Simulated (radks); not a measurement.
# Ionisation of He: one atom, several choices of functional

One table from this session's results is given with a row withheld; the runs are named, their logs left out.

Program: radks (a radial shooting solver on a logarithmic mesh, Libxc functionals) version 1. Level of theory: non-relativistic Kohn-Sham, spin-unpolarised, spherical densities, point nucleus. These are calculated values, not measurements, unless marked.

2 further runs of the same task are left out: 2 that didn't finish.

**Starting point**

- element: helium (Z = 2)
- charge: 0
- electrons: 2
- configuration: [He]
- ion: He⁺, 1s1
- choices: RPBE; PBEsol; BLYP; MS2 meta-GGA; HCTH/407; LDA (Slater exchange, VWN5 correlation); B86b exchange with PBE correlation; revPBE; LDA (Slater exchange, Perdew-Zunger correlation); TASK exchange with Perdew-Wang LDA correlation

Outer shells as boxes (Hund's rule):

He
```
1s [↑↓]
```

He⁺
```
1s [↑ ]
```

Set-up of the first run:

Settings of this run:

```text
Z 2
configuration [He]
relativity non-relativistic
functional rpbe,pbe
spin unpolarised
nucleus point
```

Steps of the session up to this table: RPBE: He; RPBE: He⁺; PBEsol: He; PBEsol: He⁺; BLYP: He; BLYP: He⁺; MS2 meta-GGA: He; MS2 meta-GGA: He⁺; HCTH/407: He; HCTH/407: He⁺; LDA (Slater exchange, VWN5 correlation): He; LDA (Slater exchange, VWN5 correlation): He⁺; B86b exchange with PBE correlation: He; B86b exchange with PBE correlation: He⁺; revPBE: He; revPBE: He⁺; LDA (Slater exchange, Perdew-Zunger correlation): He; LDA (Slater exchange, Perdew-Zunger correlation): He⁺; TASK exchange with Perdew-Wang LDA correlation: He; TASK exchange with Perdew-Wang LDA correlation: He⁺.

One of the session's tables, all rows but one given; the rest of the session is left out.

```
                                      functional  E(He) (hartree)  Δ-SCF (eV)  −ε(HOMO) (eV)  <r> HOMO (bohr)
                                            RPBE         -2.91074      27.085         15.825           0.9437
                                          PBEsol         -2.85772      26.593         15.499           0.9513
                                            BLYP         -2.90707      27.156         15.915           0.9456
                                    MS2 meta-GGA         -2.91259      27.569         16.439           0.9355
                                        HCTH/407         -2.92221      27.280         16.062           0.9428
         LDA (Slater exchange, VWN5 correlation)         -2.83484      26.493         15.522           0.9592
              B86b exchange with PBE correlation         -2.90282      27.067         15.843           0.9438
                                          revPBE         -2.90796      27.046         15.794           0.9432
LDA (Slater exchange, Perdew-Zunger correlation)                ?           ?              ?                ?
  TASK exchange with Perdew-Wang LDA correlation         -2.97945      28.647         17.487           0.9269
```

Estimate the missing values for LDA (Slater exchange, Perdew-Zunger correlation).

**Answer.** E(He) (hartree): -2.83429; Δ-SCF (eV): 26.484; −ε(HOMO) (eV): 15.516; <r> HOMO (bohr): 0.9596. In the column «E(He) (hartree)» it is the highest.

Spin polarisation and multiplet splitting are left out, so open shells lie too high by an amount that depends on their filling.
